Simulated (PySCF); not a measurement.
# C₃H₇BFP: magnetic properties

Aim: compute the magnetic properties of C₃H₇BFP (`F[C@@H]1C[C@H]1BP`).

Computed with PySCF 2.14.0 and routines of our own; the level stands in each step. Atoms count from 0.

## 1. The system as given

13 atoms, charge 0, multiplicity 1; geometry from: GFN2-xTB.

## 2. Magnetic properties: GIAO BHandHLYP/pcSseg-1

The job: settings as JSON, then the geometry in Å.

```
{"job": {"kind": "mag", "xc": "BHandHLYP", "basis": "pcSseg-1", "isotopologues": 2}, "charge": 0, "multiplicity": 1}
F     -1.553763     2.097138    -0.607426
C     -0.681738     1.051483    -0.614459
C     -1.221251    -0.310642    -0.787770
C     -0.705616     0.123691     0.582894
B      0.595253    -0.470494     1.171736
P      1.939198    -1.177196     0.079002
H      0.256894     1.358714    -1.060947
H     -2.288608    -0.419649    -0.903335
H     -0.631218    -1.025477    -1.343469
H     -1.499679     0.379089     1.277395
H      0.693433    -0.622533     2.329629
H      3.057272    -0.762933     0.772401
H      2.035435    -0.220706    -0.913379
```

With the program's defaults for keys left out, this is: GIAO BHandHLYP/pcSseg-1 magnetisability, rotational g tensor and spin-rotation constants, non-relativistic, gas phase.

On the command line:

```sh
> OMP_NUM_THREADS=1 python excited_run.py task.json out
```

One launch serves the whole session: the jobs run in the order shown.

Output:

```text
coarse grid: 11400 points
cycle   1  E = -584.2694328539  dE =  8.984e-01  |g| = 4.938e-01  |ddm| = 3.063e+00
cycle   2  E = -584.2837542142  dE = -1.432e-02  |g| = 4.981e-01  |ddm| = 6.384e-01
cycle   3  E = -584.3219161561  dE = -3.816e-02  |g| = 4.496e-02  |ddm| = 3.167e-01
cycle   4  E = -584.3223102565  dE = -3.941e-04  |g| = 2.098e-02  |ddm| = 5.069e-02
cycle   5  E = -584.3224143292  dE = -1.041e-04  |g| = 5.159e-03  |ddm| = 2.196e-02
cycle   6  E = -584.3224214893  dE = -7.160e-06  |g| = 8.299e-04  |ddm| = 5.499e-03
final grid: 105968 points
cycle   7  E = -584.3528750090  dE = -1.761e-05  |g| = 3.559e-03  |ddm| = 1.670e-02
cycle   8  E = -584.3528749299  dE =  7.912e-08  |g| = 3.881e-03  |ddm| = 5.540e-03
cycle   9  E = -584.3528776782  dE = -2.748e-06  |g| = 2.334e-04  |ddm| = 2.509e-03
cycle  10  E = -584.3528776881  dE = -9.864e-09  |g| = 1.351e-04  |ddm| = 3.761e-04
cycle  11  E = -584.3528776919  dE = -3.819e-09  |g| = 2.220e-05  |ddm| = 1.320e-04
cycle  12  E = -584.3528776920  dE = -1.546e-10  |g| = 5.633e-06  |ddm| = 3.354e-05
converged SCF energy = -584.3528776920

Magnetisability tensor (1e-30 J/T^2)
    -1203.07       15.77       25.47
       15.77    -1218.59      -27.36
       25.47      -27.36     -982.96
isotropic -1134.87   principal values   -1233.80  -1193.45   -977.36
isotropic susceptibility -68.344 1e-6 cm^3/mol

Inertial axes            a          b          c
rot. const./GHz      6.8889     1.3449     1.3275
chi total           -72.295    -61.894    -70.842
chi diamagnetic    -273.083   -911.446   -924.961
chi paramagnetic    200.788    849.552    854.119
quadrupole/D A       -8.165      4.230      3.934
g nuclear            0.6329     0.5223     0.5241
g electronic        -0.6498    -0.5367    -0.5327
g total             -0.0169    -0.0145    -0.0086

Spin-rotation constants (kHz, H = +C I.J)
atom  isotope        aa         bb         cc
  0    19F        2.471      0.350      0.797
  4    11B        3.182      0.652      0.226
  5    31P        7.848      1.369      1.424
  6     1H       -0.619     -0.001     -0.075
  7     1H       -0.360     -0.145     -0.052
  8     1H       -0.413     -0.105     -0.108
  9     1H       -0.477     -0.016     -0.154
 10     1H       -0.403      0.113     -0.108
 11     1H       -0.446     -0.156     -0.020
 12     1H       -0.562     -0.020     -0.146
  1    13C*       0.901      0.375      0.383
  2    13C*       0.654      0.198      0.259
  3    13C*       0.598      0.289      0.189
* in the singly substituted isotopologue

Isotopologues: g along a, b, c
2H    at 6,7,8,9,10,11,    -0.0140    -0.0136    -0.0077
13C   at 1                 -0.0169    -0.0144    -0.0086
```

Run time: 16 s. Hardware: 1 thread of Arm Neoverse V2, shared host; peak memory 0.74 GiB.

From this job:

| quantity | value |
| --- | --- |
| magnetisability | -1135·10⁻³⁰ J/T² |
| molar susceptibility | -68.3·10⁻⁶ cm³/mol |
| rotational g (a, b, c) | -0.0169, -0.0145, -0.0086 |

## 3. Magnetic properties: GIAO B97-2/def2-SVP, grid 4

The job, as its differences from that of step 2:

```diff
@@ -1,2 +1,2 @@
-{"job": {"kind": "mag", "xc": "BHandHLYP", "basis": "pcSseg-1", "isotopologues": 2}, "charge": 0, "multiplicity": 1}
+{"job": {"kind": "mag", "xc": "B97-2", "basis": "def2-SVP", "grid": 4}, "charge": 0, "multiplicity": 1}
 F     -1.553763     2.097138    -0.607426
```

With the program's defaults for keys left out, this is: GIAO B97-2/def2-SVP magnetisability, rotational g tensor and spin-rotation constants, non-relativistic, gas phase.

Output:

```text
coarse grid: 11400 points
cycle   1  E = -584.0712331765  dE =  6.477e-01  |g| = 5.113e-01  |ddm| = 3.623e+00
cycle   2  E = -584.0406874021  dE =  3.055e-02  |g| = 6.789e-01  |ddm| = 1.234e+00
cycle   3  E = -584.1228841067  dE = -8.220e-02  |g| = 5.479e-02  |ddm| = 7.045e-01
cycle   4  E = -584.1234281108  dE = -5.440e-04  |g| = 2.547e-02  |ddm| = 8.006e-02
cycle   5  E = -584.1235843875  dE = -1.563e-04  |g| = 5.797e-03  |ddm| = 3.082e-02
cycle   6  E = -584.1235928955  dE = -8.508e-06  |g| = 1.596e-03  |ddm| = 8.649e-03
final grid: 281800 points
cycle   7  E = -584.1865620087  dE = -3.450e-05  |g| = 5.281e-03  |ddm| = 4.350e-02
cycle   8  E = -584.1865574159  dE =  4.593e-06  |g| = 7.026e-03  |ddm| = 1.314e-02
cycle   9  E = -584.1865682369  dE = -1.082e-05  |g| = 4.072e-04  |ddm| = 7.537e-03
cycle  10  E = -584.1865682736  dE = -3.674e-08  |g| = 1.555e-04  |ddm| = 5.906e-04
cycle  11  E = -584.1865682802  dE = -6.506e-09  |g| = 4.143e-05  |ddm| = 2.374e-04
cycle  12  E = -584.1865682806  dE = -4.641e-10  |g| = 1.164e-05  |ddm| = 5.651e-05
converged SCF energy = -584.1865682806

Magnetisability tensor (1e-30 J/T^2)
    -1175.29        4.06       23.37
        4.06    -1207.12      -26.96
       23.37      -26.96     -965.49
isotropic -1115.97   principal values   -1211.37  -1176.43   -960.11
isotropic susceptibility -67.205 1e-6 cm^3/mol

Inertial axes            a          b          c
rot. const./GHz      6.8889     1.3449     1.3275
chi total           -70.393    -60.783    -70.440
chi diamagnetic    -271.499   -908.741   -922.345
chi paramagnetic    201.106    847.959    851.905
quadrupole/D A       -6.946      3.545      3.401
g nuclear            0.6329     0.5223     0.5241
g electronic        -0.6509    -0.5357    -0.5313
g total             -0.0180    -0.0135    -0.0072

Spin-rotation constants (kHz, H = +C I.J)
atom  isotope        aa         bb         cc
  0    19F        2.768      0.318      0.785
  4    11B        2.889      0.593      0.201
  5    31P        6.853      1.192      1.244
  6     1H       -0.626      0.001     -0.076
  7     1H       -0.361     -0.147     -0.053
  8     1H       -0.406     -0.104     -0.109
  9     1H       -0.477     -0.012     -0.155
 10     1H       -0.384      0.115     -0.110
 11     1H       -0.441     -0.159     -0.021
 12     1H       -0.556     -0.020     -0.146
  1    13C*       0.864      0.349      0.358
  2    13C*       0.601      0.173      0.239
  3    13C*       0.584      0.264      0.161
* in the singly substituted isotopologue
```

It took 25 s on 1 thread of Arm Neoverse V2, shared host; peak memory 0.59 GiB.

In short:

| quantity | value |
| --- | --- |
| magnetisability | -1116·10⁻³⁰ J/T² |
| molar susceptibility | -67.2·10⁻⁶ cm³/mol |
| rotational g (a, b, c) | -0.0180, -0.0135, -0.0072 |

## 4. Magnetic properties: GIAO PW91/6-31G

The job, as its differences from that of step 3:

```diff
@@ -1,2 +1,2 @@
-{"job": {"kind": "mag", "xc": "B97-2", "basis": "def2-SVP", "grid": 4}, "charge": 0, "multiplicity": 1}
+{"job": {"kind": "mag", "xc": "PW91", "basis": "6-31G", "scf": {"guess": "huckel"}}, "charge": 0, "multiplicity": 1}
 F     -1.553763     2.097138    -0.607426
```

Method: GIAO PW91/6-31G magnetisability, rotational g tensor and spin-rotation constants, non-relativistic, gas phase.

Output:

```text
final grid: 105968 points
cycle   1  E = -572.8038169149  dE =  8.958e+00  |g| = 5.901e+00  |ddm| = 8.108e+00
cycle   2  E = -544.9246213192  dE =  2.788e+01  |g| = 7.274e+00  |ddm| = 2.122e+01
cycle   3  E = -579.8494981714  dE = -3.492e+01  |g| = 3.487e+00  |ddm| = 2.097e+01
cycle   4  E = -582.6469012849  dE = -2.797e+00  |g| = 2.608e+00  |ddm| = 7.663e+00
cycle   5  E = -584.1044566311  dE = -1.458e+00  |g| = 8.024e-01  |ddm| = 3.380e+00
cycle   6  E = -584.2204344292  dE = -1.160e-01  |g| = 5.261e-01  |ddm| = 1.649e+00
cycle   7  E = -584.2944634992  dE = -7.403e-02  |g| = 1.672e-01  |ddm| = 7.224e-01
cycle   8  E = -584.3009908220  dE = -6.527e-03  |g| = 6.802e-02  |ddm| = 2.219e-01
cycle   9  E = -584.3019484893  dE = -9.577e-04  |g| = 4.426e-02  |ddm| = 1.131e-01
cycle  10  E = -584.3024568043  dE = -5.083e-04  |g| = 7.306e-03  |ddm| = 6.548e-02
cycle  11  E = -584.3024693535  dE = -1.255e-05  |g| = 2.233e-03  |ddm| = 1.280e-02
cycle  12  E = -584.3024711852  dE = -1.832e-06  |g| = 4.275e-04  |ddm| = 4.249e-03
cycle  13  E = -584.3024712446  dE = -5.939e-08  |g| = 1.070e-04  |ddm| = 8.690e-04
cycle  14  E = -584.3024712473  dE = -2.679e-09  |g| = 6.361e-05  |ddm| = 2.323e-04
cycle  15  E = -584.3024712485  dE = -1.135e-09  |g| = 9.082e-06  |ddm| = 1.015e-04
cycle  16  E = -584.3024712485  dE = -3.274e-11  |g| = 3.703e-06  |ddm| = 2.577e-05
converged SCF energy = -584.3024712485

Magnetisability tensor (1e-30 J/T^2)
    -1174.10       -6.13       18.23
       -6.13    -1227.90      -26.93
       18.23      -26.93     -976.86
isotropic -1126.29   principal values   -1231.07  -1175.53   -972.26
isotropic susceptibility -67.827 1e-6 cm^3/mol

Inertial axes            a          b          c
rot. const./GHz      6.8889     1.3449     1.3275
chi total           -70.359    -61.251    -71.870
chi diamagnetic    -271.691   -909.619   -922.968
chi paramagnetic    201.332    848.369    851.098
quadrupole/D A       -7.578      4.078      3.500
g nuclear            0.6329     0.5223     0.5241
g electronic        -0.6516    -0.5360    -0.5308
g total             -0.0187    -0.0137    -0.0067

Spin-rotation constants (kHz, H = +C I.J)
atom  isotope        aa         bb         cc
  0    19F        3.942      0.523      1.073
  4    11B        2.865      0.592      0.202
  5    31P        7.252      1.241      1.248
  6     1H       -0.656     -0.005     -0.081
  7     1H       -0.377     -0.153     -0.058
  8     1H       -0.415     -0.106     -0.111
  9     1H       -0.495     -0.015     -0.161
 10     1H       -0.406      0.112     -0.113
 11     1H       -0.476     -0.168     -0.038
 12     1H       -0.588     -0.030     -0.159
  1    13C*       0.928      0.354      0.368
  2    13C*       0.676      0.184      0.248
  3    13C*       0.656      0.280      0.174
* in the singly substituted isotopologue
```

Run time: 12 s. Hardware: 1 thread of Arm Neoverse V2, shared host; peak memory 0.49 GiB.

In short:

| quantity | value |
| --- | --- |
| magnetisability | -1126·10⁻³⁰ J/T² |
| molar susceptibility | -67.8·10⁻⁶ cm³/mol |
| rotational g (a, b, c) | -0.0187, -0.0137, -0.0067 |

## 5. Magnetic properties side by side

| level | ξ (10⁻³⁰ J/T²) | g(a) | g(b) | gap (eV) | functions | time |
| --- | --- | --- | --- | --- | --- | --- |
| GIAO BHandHLYP/pcSseg-1 | -1135 | -0.0169 | -0.0145 | 8.03 | 144 | 16 s |
| GIAO B97-2/def2-SVP, grid 4 | -1116 | -0.0180 | -0.0135 | 5.81 | 123 | 25 s |
| GIAO PW91/6-31G | -1126 | -0.0187 | -0.0137 | 4.15 | 72 | 12 s |

## 6. Summary of results

| quantity | value |
| --- | --- |
| magnetisability (step 2, GIAO BHandHLYP/pcSseg-1) | -1135·10⁻³⁰ J/T² |
| molar susceptibility (step 2, GIAO BHandHLYP/pcSseg-1) | -68.3·10⁻⁶ cm³/mol |
| rotational g (a, b, c) (step 2, GIAO BHandHLYP/pcSseg-1) | -0.0169, -0.0145, -0.0086 |
| magnetisability over the levels | -1135 to -1116·10⁻³⁰ J/T² |

In words: The magnetisability spreads by 1.7 % over 3 levels, from GIAO BHandHLYP/pcSseg-1 (16 s) to GIAO B97-2/def2-SVP, grid 4 (25 s); the runs took 12 s to 25 s. Vibrational averaging and real surroundings are missing from these values.
